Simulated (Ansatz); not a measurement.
# Palladium, diamond under BLYP: ground state and equation of state

What does BLYP give for palladium in the diamond structure? We relax it, solve it on a dense k-mesh, then scale the cell to 7 volumes from 88 to 112 % of the relaxed one and try a fit of the equation of state. Spin polarisation is left out. The k-meshes are 10×10×10 for the relaxation; 15×15×15 for the dense run; 10×10×10 for the volumes.

This is Pd in the diamond structure; at room conditions it is fcc.

Computed with Ansatz 0.2.0 (DFT BLYP, plane waves (420 eV) with PAW, scalar-relativistic; PBE-made PAW files, unless a step says otherwise).

## 1. The system as given

Symmetry: Fd-3m, No. 227, cubic system. Conventional cell: a = 5.416 Å, b = 5.416 Å, c = 5.416 Å, α = 90.00°, β = 90.00°, γ = 90.00°. Pd (site symmetry -43m) is surrounded by 4 Pd at 2.35 Å.

Structure file:

```
CELL_PARAMETERS angstrom
0.00000 2.70823 2.70823
2.70823 0.00000 2.70823
2.70823 2.70823 0.00000
ATOMIC_POSITIONS crystal
Pd 0.12500 0.12500 0.12500
Pd 0.87500 0.87500 0.87500
```

## 2. Relaxing cell and atoms

File input.yaml:

```yaml
crystal:
  lattice:
    - [0.0, 2.7082278367, 2.7082278367]
    - [2.7082278367, 0.0, 2.7082278367]
    - [2.7082278367, 2.7082278367, 0.0]
  atoms:
    - { symbol: Pd, position: [0.125, 0.125, 0.125] }
    - { symbol: Pd, position: [0.875, 0.875, 0.875] }
hamiltonian:
  xc: blyp
  pseudopotentials:
    kind: paw
    azcp:
      Pd: "pseudopotentials/Pd.paw.azcp"
basis:
  ecutwfc: 420
  fft_grid_basis: typed
kpoints:
  mp_grid: { grid: [10, 10, 10], shift: [0, 0, 0] }
magnetization:
  spin_polarized: false
scf:
  occupations: { method: fermi_dirac, width: 0.1 }
relax:
  max_steps: 60
  f_tol: 0.01
  cell: {}
output:
  write_density: true
  write_potential: true
  elf: true
  volumetric_format: npy
```

After this run come: The energy on a finer k-mesh; Volume × 0.88; Volume × 0.92; Volume × 0.96; Volume × 1.0; Volume × 1.04; Volume × 1.08; Volume × 1.12.

Before running it: what results should come out? Wanted: space group; conventional cell; volume; shortest distance; gap on the mesh; relative to fcc; V₀, B₀, B₀′.

As calculated:

| quantity | value |
| --- | --- |
| space group (spins left aside) | Fd-3m (No. 227) |
| conventional cell | a = 5.934 Å |
| volume | 26.117 Å³/atom |
| shortest distance | 2.569 Å |
| gap on the mesh | none (levels filled in part) |
| relative to fcc | +780 meV/atom |
| V₀, B₀, B₀′ | 26.067 Å³/atom, 55 GPa, 5.5 |

In words: The relaxation enlarged the cell by 31.5 % in volume. It lies 780 meV/atom above the element's reference form at the same level (fcc, from a run of its own). Levels at the Fermi energy are filled in part, as in a metal. B₀ comes out at 55 GPa. The symmetry was held, so the structure may be unstable against distortions that break it.
